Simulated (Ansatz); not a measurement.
# FH₁₀N₂Si₃ radical (built from SMILES F.[SiH3]N[SiH]N[SiH3]): search for a transition state, part 1 of 3

Is there a first-order saddle for this four-centre ligand exchange, which should form Si1–F8, N2–H7 and break Si1–N2, H7–F8, and which two structures does it connect?

Method: PBE0-D4, def2-SVP first, then def2-TZVP; program: Ansatz 0.2.0, Gaussian basis.

76 further runs of the same task are left out: 76 set aside as unsound or not needed.

**1. Starting geometry**

The guess: 16 atoms, charge 0, spin multiplicity 2.

Atoms are counted from 1 here; the program's logs count them from 0.

Bond lengths: Si1–N2 1.841 Å, Si1–N4 1.740 Å, Si1–H6 1.458 Å, N2–Si3 1.762 Å, N2–H7 1.207 Å, N2–H9 1.015 Å, Si3–H10 1.465 Å, Si3–H11 1.463 Å, Si3–H12 1.456 Å, N4–Si5 1.736 Å, N4–H13 1.006 Å, Si5–H14 1.468 Å, Si5–H15 1.468 Å, Si5–H16 1.462 Å. Angles: N2–Si1–N4 104.7°, N2–Si1–H6 104.9°, N4–Si1–H6 110.5°, Si1–N2–Si3 120.2°, Si1–N2–H7 85.4°, Si1–N2–H9 112.1°, Si3–N2–H7 112.9°, Si3–N2–H9 113.5°, H7–N2–H9 109.2°, N2–Si3–H10 104.8°, N2–Si3–H11 111.3°, N2–Si3–H12 104.9°, H10–Si3–H11 110.4°, H10–Si3–H12 113.6°, H11–Si3–H12 111.6°, Si1–N4–Si5 128.7°, Si1–N4–H13 115.3°, Si5–N4–H13 114.9° and more.

Coordinates:

```
Si    0.47800    1.29060    0.51060
N     1.20250   -0.34890    0.08860
Si    1.12500   -0.95430   -1.56440
N    -1.21900    1.12650    0.16410
Si   -2.32180   -0.10590    0.69260
H     0.69500    1.43900    1.94440
H     2.26460    0.16080    0.35330
F     2.90720    1.15500    0.69100
H     0.98700   -1.05300    0.78750
H     1.77110   -2.26810   -1.51280
H    -0.25940   -1.08450   -2.01800
H     1.85780    0.02420   -2.35580
H    -1.65300    1.93280   -0.25180
H    -1.76610   -1.41130    0.31510
H    -2.48670   -0.06850    2.15130
H    -3.58220    0.16570    0.00440
```

Distances that are to change: Si1–F8 2.44 Å, N2–H7 1.21 Å, Si1–N2 1.84 Å, H7–F8 1.23 Å.

**2. Relaxing the guess with the reacting distances held**

Contents of hold/in.yaml:

```yaml
crystal:
  periodic: [false, false, false]
  atoms:
    - {symbol: Si, position_ang: [0.478000, 1.290600, 0.510600]}
    - {symbol: N, position_ang: [1.202500, -0.348900, 0.088600]}
    - {symbol: Si, position_ang: [1.125000, -0.954300, -1.564400]}
    - {symbol: N, position_ang: [-1.219000, 1.126500, 0.164100]}
    - {symbol: Si, position_ang: [-2.321800, -0.105900, 0.692600]}
    - {symbol: H, position_ang: [0.695000, 1.439000, 1.944400]}
    - {symbol: H, position_ang: [2.264600, 0.160800, 0.353300]}
    - {symbol: F, position_ang: [2.907200, 1.155000, 0.691000]}
    - {symbol: H, position_ang: [0.987000, -1.053000, 0.787500]}
    - {symbol: H, position_ang: [1.771100, -2.268100, -1.512800]}
    - {symbol: H, position_ang: [-0.259400, -1.084500, -2.018000]}
    - {symbol: H, position_ang: [1.857800, 0.024200, -2.355800]}
    - {symbol: H, position_ang: [-1.653000, 1.932800, -0.251800]}
    - {symbol: H, position_ang: [-1.766100, -1.411300, 0.315100]}
    - {symbol: H, position_ang: [-2.486700, -0.068500, 2.151300]}
    - {symbol: H, position_ang: [-3.582200, 0.165700, 0.004400]}
basis:
  gaussian: {orbitals: def2-SVP}
magnetization: {spin_polarized: true, initial_magnetization: 1}
hamiltonian: {xc: pbe0, dispersion: d4}
relax: {f_tol: 0.04, max_steps: 150, escape_saddle: false, constraints: [{distance: [0, 7]}, {distance: [1, 6]}, {distance: [0, 1]}, {distance: [6, 7]}]}
```

Run with:

```sh
> ansatz run in.yaml --threads 2 --pin off --events-out ev --progress --plain --max-ram 20480MiB --backend cpu
```

Log (excerpt; [...] marks lines left out):

```text
Functional definition: PBE0
  name "PBE0"
  cite "Adamo & Barone, J. Chem. Phys. 110, 6158 (1999) doi:10.1063/1.478522"
  cite "Perdew, Burke & Ernzerhof, Phys. Rev. Lett. 77, 3865 (1996) doi:10.1103/PhysRevLett.77.3865"
  parent pbe
[...]
1522 factors; integrals over basis functions are off by at most 6.4e-4 eV
[...]
mean field -29464.75170363 eV, -1082.8096531823 hartree, gradient 4.4e-5 eV, S^2 0.751629; 0 other end points of the search recorded, 0 dependent functions left out
[...]
reference -29464.75173673 eV, -1082.8096543988 hartree; 38, 37 occupied and 108, 109 virtual orbitals, 1522 factors
[...]
Atom 8 at     1.269255    -1.188952     0.799980 Å, force     0.001008     0.000748     0.001929 eV/Å
Atom 9 at     1.952995    -1.870711    -1.990869 Å, force    -0.005575     0.001717     0.000641 eV/Å
Atom 10 at    -0.423625    -1.495884    -1.612968 Å, force     0.001698    -0.000686    -0.000269 eV/Å
Atom 11 at     1.000555     0.358060    -2.360752 Å, force    -0.002203    -0.005888     0.003175 eV/Å
Atom 12 at    -1.335411     1.971176    -0.319557 Å, force     0.001049     0.002132     0.002542 eV/Å
Atom 13 at    -1.644125    -1.209222     1.139746 Å, force     0.000287     0.002907     0.001094 eV/Å
Atom 14 at    -3.246696     0.533687     1.669050 Å, force     0.000844    -0.000517     0.000444 eV/Å
Atom 15 at    -3.145803    -0.345265    -0.581420 Å, force    -0.001321    -0.004066    -0.006529 eV/Å
Dipole moment:    -0.697209    -0.451577    -0.236005 e Å
```

Run time: 2.9 min. Hardware: 2 threads of AMD EPYC 7R13, shared host; peak memory 0.68 GiB.

Along the way: (the energy doesn't fall at every step)

```
step  energy from step 1 (eV)  largest force component (eV/Å)
   1                   0.0000                          0.6288
   2                  -0.1195                          0.3629
   3                  -0.1398                          0.1737
   4                  -0.1533                          0.2250
   5                  -0.1642                          0.2236
   6                  -0.1754                          0.1224
   7                  -0.1888                          0.1029
   8                  -0.1933                          0.1661
   9                  -0.1991                          0.1267
  10                  -0.2068                          0.0637
  11                  -0.2052                          0.2104
  12                  -0.1930                          0.3205
  13                  -0.2088                          0.0187
  14                  -0.2107                          0.0450
  15                  -0.2112                          0.0599
  16                  -0.2117                          0.0435
  17                  -0.2121                          0.0092
```

Close pairs (by a distance rule), those that changed most:

```
   bond  before (Å)  after (Å)  change (Å)
 Si1–H6       1.458      1.494      +0.037
Si5–H16       1.462      1.495      +0.034
Si3–H12       1.456      1.486      +0.030
Si5–H15       1.468      1.497      +0.028
Si3–H11       1.463      1.490      +0.028
Si5–H14       1.468      1.496      +0.028
 N2–Si3       1.762      1.788      +0.026
Si3–H10       1.465      1.490      +0.025
```

**3. A starting Hessian**

Contents of hessian/in.yaml:

```yaml
crystal:
  periodic: [false, false, false]
  atoms:
    - {symbol: Si, position_ang: [0.602243, 1.151514, 0.779244]}
    - {symbol: N, position_ang: [1.328371, -0.413808, 0.136244]}
    - {symbol: Si, position_ang: [0.932404, -0.881732, -1.543881]}
    - {symbol: N, position_ang: [-1.051882, 1.135766, 0.185422]}
    - {symbol: Si, position_ang: [-2.321385, 0.015788, 0.612701]}
    - {symbol: H, position_ang: [0.657325, 0.950226, 2.258842]}
    - {symbol: H, position_ang: [2.393500, 0.139991, 0.265558]}
    - {symbol: F, position_ang: [3.032279, 1.149467, 0.562760]}
    - {symbol: H, position_ang: [1.269255, -1.188952, 0.799980]}
    - {symbol: H, position_ang: [1.952995, -1.870711, -1.990869]}
    - {symbol: H, position_ang: [-0.423625, -1.495884, -1.612968]}
    - {symbol: H, position_ang: [1.000555, 0.358060, -2.360752]}
    - {symbol: H, position_ang: [-1.335411, 1.971176, -0.319557]}
    - {symbol: H, position_ang: [-1.644125, -1.209222, 1.139746]}
    - {symbol: H, position_ang: [-3.246696, 0.533687, 1.669050]}
    - {symbol: H, position_ang: [-3.145803, -0.345265, -0.581420]}
basis:
  gaussian: {orbitals: def2-SVP}
magnetization: {spin_polarized: true, initial_magnetization: 1}
hamiltonian: {xc: pbe0, dispersion: d4}
phonons: {}
scf: {lower_state_search: off}
```

Run with:

```sh
> ansatz run in.yaml --threads 2 --pin off --events-out ev --progress --plain --max-ram 20480MiB --backend cpu
```

Log (excerpt; [...] marks lines left out):

```text
[... 5 set-up lines as earlier in the session ...]
[...]
1535 factors; integrals over basis functions are off by at most 5.7e-4 eV
[...]
mean field -29464.95908397 eV, -1082.8172742692 hartree, gradient 4.4e-6 eV, S^2 0.751752; 0 other end points of the search recorded, 0 dependent functions left out
[...]
WARN: phonons: modes at or below zero, which the zero-point energy, F, S and C_V leave out: 1, the lowest at -679.99 cm⁻¹. A minimum has none, and a first-order saddle one
[...]
Atom 12 at    -1.335411     1.971176    -0.319557 Å, force     0.001050     0.002120     0.002529 eV/Å
Atom 13 at    -1.644125    -1.209222     1.139746 Å, force     0.000256     0.002777     0.001059 eV/Å
Atom 14 at    -3.246696     0.533687     1.669050 Å, force     0.000821    -0.000592     0.000416 eV/Å
Atom 15 at    -3.145803    -0.345265    -0.581420 Å, force    -0.001323    -0.004040    -0.006552 eV/Å
Dipole moment:    -0.697223    -0.451572    -0.236004 e Å
[...]
Checks for a lower state left out: stability, starts, cluster_reference, orbital_swaps, neighbouring_geometries, increment
```

Run time: 8.1 min. Hardware: 2 threads of AMD EPYC 7R13, shared host; peak memory 0.57 GiB.

The structure is not stationary yet, so these wavenumbers are no spectrum; the search needs only the force constants.

**4. Saddle search in the small basis**

The search itself is an outer loop (partitioned rational-function steps, Bofill update of the Hessian). Each step is one single-point run with forces. It stops when the largest force is under 0.04 eV/Å and the followed curvature is negative. The first step's input:

Contents of presaddle/in.yaml:

```yaml
crystal:
  periodic: [false, false, false]
  atoms:
    - {symbol: Si, position_ang: [0.602243, 1.151514, 0.779244]}
    - {symbol: N, position_ang: [1.328371, -0.413808, 0.136244]}
    - {symbol: Si, position_ang: [0.932404, -0.881732, -1.543881]}
    - {symbol: N, position_ang: [-1.051882, 1.135766, 0.185422]}
    - {symbol: Si, position_ang: [-2.321385, 0.015788, 0.612701]}
    - {symbol: H, position_ang: [0.657325, 0.950226, 2.258842]}
    - {symbol: H, position_ang: [2.393500, 0.139991, 0.265558]}
    - {symbol: F, position_ang: [3.032279, 1.149467, 0.562760]}
    - {symbol: H, position_ang: [1.269255, -1.188952, 0.799980]}
    - {symbol: H, position_ang: [1.952995, -1.870711, -1.990869]}
    - {symbol: H, position_ang: [-0.423625, -1.495884, -1.612968]}
    - {symbol: H, position_ang: [1.000555, 0.358060, -2.360752]}
    - {symbol: H, position_ang: [-1.335411, 1.971176, -0.319557]}
    - {symbol: H, position_ang: [-1.644125, -1.209222, 1.139746]}
    - {symbol: H, position_ang: [-3.246696, 0.533687, 1.669050]}
    - {symbol: H, position_ang: [-3.145803, -0.345265, -0.581420]}
basis:
  gaussian: {orbitals: def2-SVP}
magnetization: {spin_polarized: true, initial_magnetization: 1}
hamiltonian: {xc: pbe0, dispersion: d4}
output: {forces: true}
scf: {lower_state_search: light}
```

Run with:

```sh
> ansatz run in.yaml --threads 2 --pin off --events-out ev --progress --plain --max-ram 20480MiB --backend cpu
```

The driver's record:

```
step   energy (eV)  largest force (eV/Å)  followed curvature (eV/Å²)
   1  -29465.36399                1.0963                       -5.40
   2  -29465.47764                0.5624                       -5.69
   3  -29465.51268                0.1661                       -6.05
   4  -29465.51554                0.0665                       -6.06
   5  -29465.51740                0.0526                       -6.09
   6  -29465.51763                0.0148                       -6.04
```

The 6 steps took 68 s in all (2 threads of AMD EPYC 7R13, shared host).

**5. Saddle search in triple zeta**

A small driver takes partitioned rational-function steps: uphill along one mode, downhill along the rest. It calls the program once a step for energy and forces and updates the Hessian by Bofill's formula. It stops when the largest force is under 0.018 eV/Å and the followed curvature is negative. The first step's input:

Contents of saddle/in.yaml:

```yaml
crystal:
  periodic: [false, false, false]
  atoms:
    - {symbol: Si, position_ang: [0.666266, 1.177549, 0.780784]}
    - {symbol: N, position_ang: [1.353616, -0.437681, 0.096472]}
    - {symbol: Si, position_ang: [0.906930, -0.910982, -1.561538]}
    - {symbol: N, position_ang: [-1.001281, 1.134703, 0.178750]}
    - {symbol: Si, position_ang: [-2.271644, 0.020575, 0.608888]}
    - {symbol: H, position_ang: [0.664178, 0.917308, 2.254127]}
    - {symbol: H, position_ang: [2.402404, 0.216263, 0.296695]}
    - {symbol: F, position_ang: [2.769395, 1.249150, 0.713622]}
    - {symbol: H, position_ang: [1.292301, -1.205034, 0.768577]}
    - {symbol: H, position_ang: [1.866509, -1.957631, -2.019949]}
    - {symbol: H, position_ang: [-0.476129, -1.463967, -1.612004]}
    - {symbol: H, position_ang: [1.025844, 0.306769, -2.407733]}
    - {symbol: H, position_ang: [-1.289158, 1.972242, -0.320130]}
    - {symbol: H, position_ang: [-1.604869, -1.213103, 1.130772]}
    - {symbol: H, position_ang: [-3.195064, 0.533038, 1.671545]}
    - {symbol: H, position_ang: [-3.109299, -0.339098, -0.578780]}
basis:
  gaussian: {orbitals: def2-TZVP}
magnetization: {spin_polarized: true, initial_magnetization: 1}
hamiltonian: {xc: pbe0, dispersion: d4}
output: {forces: true}
scf: {lower_state_search: light}
```

Run with:

```sh
> ansatz run in.yaml --threads 2 --pin off --events-out ev --progress --plain --max-ram 20480MiB --backend cpu
```

Step by step:

```
step   energy (eV)  largest force (eV/Å)  followed curvature (eV/Å²)
   1  -29480.94183                0.4283                       -6.04
   2  -29480.97262                0.1142                       -6.20
   3  -29480.97282                0.0376                       -6.90
   4  -29480.97287                0.0167                       -6.71
```

The 4 steps took 98 s in all (2 threads of AMD EPYC 7R13, shared host).

The point found:

```xyz
16
FH10N2Si3
Si    0.6379    1.1681    0.7433
N     1.3194   -0.4376    0.0860
Si    0.9372   -0.9030   -1.5760
N    -1.0267    1.1448    0.1933
Si   -2.2666    0.0246    0.6353
H     0.6631    0.9372    2.2122
H     2.3621    0.1647    0.2994
F     2.7896    1.2095    0.7152
H     1.2186   -1.1970    0.7526
H     1.9044   -1.9432   -2.0051
H    -0.4400   -1.4460   -1.6604
H     1.0759    0.3179   -2.4009
H    -1.3187    1.9682   -0.3123
H    -1.5770   -1.1796    1.1736
H    -3.1888    0.5413    1.6839
H    -3.0904   -0.3697   -0.5401
```

Followed mode, largest move set to 1: H7 (-0.58, -0.77, -0.25); F8 (-0.53, 0.67, 0.19); Si1 (0.36, 0.30, 0.04); N4 (0.20, -0.07, 0.02).

**6. Vibrations at the point found**

Contents of vib/in.yaml:

```yaml
crystal:
  periodic: [false, false, false]
  atoms:
    - {symbol: Si, position_ang: [0.637927, 1.168062, 0.743331]}
    - {symbol: N, position_ang: [1.319390, -0.437553, 0.085991]}
    - {symbol: Si, position_ang: [0.937170, -0.902994, -1.575953]}
    - {symbol: N, position_ang: [-1.026719, 1.144819, 0.193312]}
    - {symbol: Si, position_ang: [-2.266569, 0.024572, 0.635270]}
    - {symbol: H, position_ang: [0.663089, 0.937191, 2.212194]}
    - {symbol: H, position_ang: [2.362139, 0.164666, 0.299386]}
    - {symbol: F, position_ang: [2.789649, 1.209494, 0.715198]}
    - {symbol: H, position_ang: [1.218584, -1.197046, 0.752594]}
    - {symbol: H, position_ang: [1.904378, -1.943165, -2.005053]}
    - {symbol: H, position_ang: [-0.440003, -1.446001, -1.660435]}
    - {symbol: H, position_ang: [1.075940, 0.317875, -2.400924]}
    - {symbol: H, position_ang: [-1.318749, 1.968235, -0.312280]}
    - {symbol: H, position_ang: [-1.577006, -1.179604, 1.173632]}
    - {symbol: H, position_ang: [-3.188771, 0.541296, 1.683945]}
    - {symbol: H, position_ang: [-3.090448, -0.369748, -0.540108]}
basis:
  gaussian: {orbitals: def2-TZVP}
magnetization: {spin_polarized: true, initial_magnetization: 1}
hamiltonian: {xc: pbe0, dispersion: d4}
phonons: {temperatures: {t_min: 298.15, t_max: 900, t_step: 200}}
```

Run with:

```sh
> ansatz run in.yaml --threads 2 --pin off --events-out ev --progress --plain --max-ram 20480MiB --backend cuda --devices 0, --max-vram 18GiB
```

Log (excerpt; [...] marks lines left out):

```text
[... 5 set-up lines as earlier in the session ...]
[...]
1710 factors; their error is unknown
[...]
mean field -29480.57722870 eV, -1083.3912305018 hartree, gradient 5.8e-6 eV, S^2 0.752019; 0 other end points of the search recorded, 0 dependent functions left out
[...]
WARN: phonons: modes at or below zero, which the zero-point energy, F, S and C_V leave out: 1, the lowest at -750.06 cm⁻¹. A minimum has none, and a first-order saddle one
[...]
Atom 11 at     1.075940     0.317875    -2.400924 Å, force    -0.000104    -0.006739     0.003152 eV/Å
Atom 12 at    -1.318749     1.968235    -0.312280 Å, force     0.000095     0.002163    -0.000377 eV/Å
Atom 13 at    -1.577006    -1.179604     1.173632 Å, force     0.000097     0.000410     0.000127 eV/Å
Atom 14 at    -3.188771     0.541296     1.683945 Å, force    -0.000678     0.000210     0.000463 eV/Å
Atom 15 at    -3.090448    -0.369748    -0.540108 Å, force     0.000096     0.000136     0.000419 eV/Å
Dipole moment:    -0.408444    -0.419996    -0.269912 e Å
[...]
```

Run time: 2.6 min. Hardware: 1 × a share of an NVIDIA H100 with 2 threads of AMD EPYC 7R13, shared host; peak host memory 0.99 GiB.

The modes, with what each moves most:

```
mode  wavenumber (cm⁻¹)                                                            character
   1               750i                                                 changes N2–H7, H7–F8
   2                 51                                                              torsion
   3                 90                                                              torsion
   4                 98                                                              torsion
   5                104                                                    torsion with bend
   6                134                                                    bend with torsion
   7                160                                                              torsion
   8                211                                                                 bend
   9                290                                                    bend with torsion
  10                337                                                              torsion
  11                428  not assigned (largely outside the bonds, angles and torsions drawn)
  12                544  not assigned (largely outside the bonds, angles and torsions drawn)
  13                560                                               Si–N stretch with bend
  14                602                                                    bend with torsion
  15                636                                                    bend with torsion
  16                658                                                    bend with torsion
  17                699                                                                 bend
  18                740                                               bend with Si–N stretch
  19                769                                                    bend with torsion
  20                816                                                    bend with torsion
  21                866                                                    torsion with bend
  22                890                                               bend with Si–N stretch
  23                915                                                         Si–N stretch
  24                931                                                    bend with torsion
  25                936                                                    bend with torsion
  26                955                                                    bend with torsion
  27                964                                                    bend with torsion
  28                977                                                                 bend
  29                986                                                                 bend
  30               1100                                                                 bend
  31               1179                                                                 bend
  32               1454                                                                 bend
  33               1761                                                                 bend
  34               2196                                                         Si–H stretch
  35               2205                                                         Si–H stretch
  36               2212                                                         Si–H stretch
  37               2216                                                         Si–H stretch
  38               2242                                                         Si–H stretch
  39               2247                                                         Si–H stretch
  40               2268                                                         Si–H stretch
  41               3543                                                          N–H stretch
  42               3617                                                          N–H stretch
```

Vibrational sums (real modes only):

```
T (K)  entropy (J/mol/K)  heat capacity (J/mol/K)
  298              129.1                    129.7
  498              211.7                    192.5
  698              283.5                    232.2
  898              345.4                    259.0
```

(Continued in part 2 of 3.)
